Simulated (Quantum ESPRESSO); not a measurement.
The system is MgAu4.

```
Mg Au
1.0
    -2.22495    2.22495    5.45372
     2.22495   -2.22495    5.45372
     2.22495    2.22495   -5.45372
Mg Au
1 4
Direct
  0.00000 0.00000 0.00000
  0.25000 0.75000 0.50000
  0.75000 0.25000 0.50000
  0.38489 0.38489 0.00000
  0.61511 0.61511 0.00000
```

The cell was built by a generator and needn't be a form met in nature.

A run of Quantum ESPRESSO 7.5 on this cell left the log below. Logs are shortened: lines on timing, memory, paths and dates and some standing lists are left out, and cuts for length are marked.

```text
This program is part of the open-source Quantum ESPRESSO suite
     for quantum simulation of materials; please cite
         "P. Giannozzi et al., J. Phys.:Condens. Matter 21 395502 (2009);
         "P. Giannozzi et al., J. Phys.:Condens. Matter 29 465901 (2017);
         "P. Giannozzi et al., J. Chem. Phys. 152 154105 (2020);
     in publications or presentations arising from this work. More details at

     file Mg.LDA_PW-JTH.UPF: wavefunction(s)  3P renormalized
     file Au.LDA_PW-JTH.UPF: wavefunction(s)  6S 0S 6P 0P 5D 0D renormalized

     IMPORTANT: XC functional enforced from input :
     Exchange-correlation= RPBE
                           (   1   4  44   4   0   0   0)
     Any further DFT definition will be discarded
     Please, verify this is what you really want

     Message from routine setup:
     using ibrav=0 with symmetry is DISCOURAGED, use correct ibrav instead

     G-vector sticks info
     --------------------
     sticks:   dense  smooth     PW     G-vecs:    dense   smooth      PW
     Sum        2107    1397    499                39209    21195    4391

     Using Slab Decomposition

     bravais-lattice index     =            0
     lattice parameter (alat)  =      11.8984  a.u.
     unit-cell volume          =     728.7710 (a.u.)^3
     number of atoms/cell      =            5
     number of atomic types    =            2
     number of electrons       =        54.00
     number of Kohn-Sham states=           37
     kinetic-energy cutoff     =      36.0000  Ry
     charge density cutoff     =     216.0000  Ry
     scf convergence threshold =      1.0E-09
     mixing beta               =       0.5000
     number of iterations used =            8  plain     mixing
     energy convergence thresh.=      1.0E-05
     force convergence thresh. =      4.0E-04
     press convergence thresh. =      3.0E-01
     Exchange-correlation= RPBE
[... 231 lines left out ...]
          k = 0.0000 0.0000 0.0000 (  2549 PWs)   bands (ev):

   -65.4411 -32.0173 -31.9691 -31.9691   2.9304   5.0669   5.0767   5.2538
     5.7868   5.7868   6.4636   6.5642   6.6445   6.8128   7.5285   7.5285
     7.6499   7.8047   7.9380   7.9380   8.1851   9.0612   9.0612   9.2045
     9.4040   9.4170  10.5672  15.8019  15.8019  16.1085  16.1085  17.3162
    17.9693  18.4905  18.5984  19.8563  20.0340
[... 35 lines left out ...]
   -65.4411 -32.0171 -31.9710 -31.9691   4.7990   5.7179   5.9865   6.1260
     6.1995   6.6153   6.6391   6.6741   6.8384   6.9068   6.9638   7.2928
     7.4989   7.7637   7.7901   7.9737   7.9962   8.1582   8.4195   8.4868
     8.7192   9.0922   9.7584  10.7640  13.0354  14.1257  17.7512  17.7673
    18.8953  19.2723  19.5164  20.4475  20.6515

          k =-0.4060 0.4060-0.2259 (  2580 PWs)   bands (ev):

   -65.4411 -32.0172 -31.9701 -31.9700   4.2722   5.2015   5.7930   5.8946
     6.1385   6.2831   6.5507   6.5837   6.8891   6.9786   7.0832   7.3951
     7.4056   7.5812   7.7695   7.9099   8.2682   8.3651   8.7509   9.0222
     9.1824   9.3836  11.8928  12.3999  12.8198  14.4559  14.5024  16.9218
    17.4392  17.5442  18.1048  19.9915  21.8883
[... 19 lines left out ...]
   -65.4411 -32.0171 -31.9700 -31.9691   4.0295   4.8610   5.5574   5.6823
     5.9882   6.2073   6.3134   6.4622   6.6062   6.6457   6.9118   7.3534
     7.3630   7.8006   8.1228   8.2336   8.5999   8.7026   8.9041   8.9815
     9.2752   9.3320  11.1298  12.2537  14.2016  15.1598  15.7620  15.7834
    18.4698  19.2360  20.3794  20.7672  21.1783

          k = 0.0000 0.8121-0.0000 (  2569 PWs)   bands (ev):

   -65.4411 -32.0171 -31.9709 -31.9690   4.7964   5.7883   5.8627   6.1985
     6.2746   6.3936   6.6769   6.8089   6.8364   6.8384   6.9690   7.3780
     7.4956   7.6417   7.8393   7.9404   8.0933   8.1136   8.3771   8.4586
     8.8814   9.0996   9.4801  11.3400  12.1201  15.2514  16.5180  17.7492
    18.8986  19.5736  20.2822  20.3081  20.7578
[... 11 lines left out ...]
   -65.4411 -32.0171 -31.9691 -31.9691   3.4262   4.3305   5.0934   5.2587
     5.7919   6.1056   6.1056   6.2819   6.5794   6.5794   6.7744   7.2171
     7.5507   7.9013   8.3100   8.7899   8.7899   9.0213   9.0213   9.0716
     9.4214  10.5672  11.7752  13.9077  14.3366  14.3366  17.6352  18.4098
    18.6475  18.6475  18.7548  19.0338  19.3987

     the Fermi energy is    11.3758 ev

!    total energy              =   -3245.47322986 Ry
     total all-electron energy =     -3245.473230 Ry
     estimated scf accuracy    <          3.9E-13 Ry
     smearing contrib. (-TS)   =      -0.00089389 Ry
     internal energy E=F+TS    =   -3245.47233597 Ry

     The total energy is F=E-TS. E is the sum of the following terms:
     one-electron contribution =     -90.86573425 Ry
     hartree contribution      =      72.52323287 Ry
     xc contribution           =     -58.01397532 Ry
     ewald contribution        =    -316.58024773 Ry
     one-center paw contrib.   =   -2852.53561153 Ry

     convergence has been achieved in  15 iterations

     Forces acting on atoms (cartesian axes, Ry/au):

     atom    1 type  1   force =     0.00000000    0.00000000    0.00000000
     atom    2 type  2   force =     0.00000000    0.00000000    0.00000000
     atom    3 type  2   force =     0.00000000    0.00000000    0.00000000
     atom    4 type  2   force =    -0.00000000   -0.00000000   -0.00073099
     atom    5 type  2   force =     0.00000000    0.00000000    0.00073099

     Total force =     0.001034     Total SCF correction =     0.000001

     Computing stress (Cartesian axis) and pressure

          total   stress  (Ry/bohr**3)                   (kbar)     P=        1.36
  -0.00001534  -0.00000000  -0.00000000           -2.26       -0.00       -0.00
  -0.00000000  -0.00001534   0.00000000           -0.00       -2.26        0.00
  -0.00000000   0.00000000   0.00005833           -0.00        0.00        8.58

=------------------------------------------------------------------------------=
   JOB DONE.
=------------------------------------------------------------------------------=
```

What input gives this log?

Relaxation of cell and atoms with RPBE, no spin polarisation. The files as run (others can give the same):

pw.in
```
&CONTROL
  calculation = 'vc-relax'
  prefix = 'pwscf'
  outdir = './tmp'
  pseudo_dir = './pseudo'
  tprnfor = .true.
  tstress = .true.
  disk_io = 'low'
  nstep = 40
  forc_conv_thr = 0.0004
  etot_conv_thr = 1d-05
/
&SYSTEM
  ibrav = 0
  nat = 5
  ntyp = 2
  ecutwfc = 36
  ecutrho = 216
  nbnd = 37
  input_dft = 'rpbe'
  occupations = 'smearing'
  smearing = 'mv'
  degauss = 0.00999582
/
&ELECTRONS
  conv_thr = 1d-09
  electron_maxstep = 120
  mixing_beta = 0.5
/
&IONS
  ion_dynamics = 'bfgs'
/
&CELL
  cell_dynamics = 'bfgs'
  press = 0
  press_conv_thr = 0.3
/
ATOMIC_SPECIES
Mg    24.3050 Mg.LDA_PW-JTH.UPF
Au   196.9666 Au.LDA_PW-JTH.UPF
CELL_PARAMETERS angstrom
  -2.2249525600    2.2249525600    5.4537215700
   2.2249525600   -2.2249525600    5.4537215700
   2.2249525600    2.2249525600   -5.4537215700
ATOMIC_POSITIONS crystal
Mg     0.0000000000    0.0000000000    0.0000000000
Au     0.2500000000    0.7500000000    0.5000000000
Au     0.7500000000    0.2500000000    0.5000000000
Au     0.3848880500    0.3848880500    0.0000000000
Au     0.6151119500    0.6151119500    0.0000000000
K_POINTS automatic
4 4 4 0 0 0
```

Potentials or basis: JTH 2.0 LDA.
Run with:
```sh
$ OMP_NUM_THREADS=1 pw.x -in pw.in > pw.out
```

Caveat: the k mesh is coarse (spacing up to 0.50 Å⁻¹), so the values aren't converged; the potentials were made for another functional, which shifts forces and pressure; the cutoff is low for these files, which shifts pressure and relaxed volume.
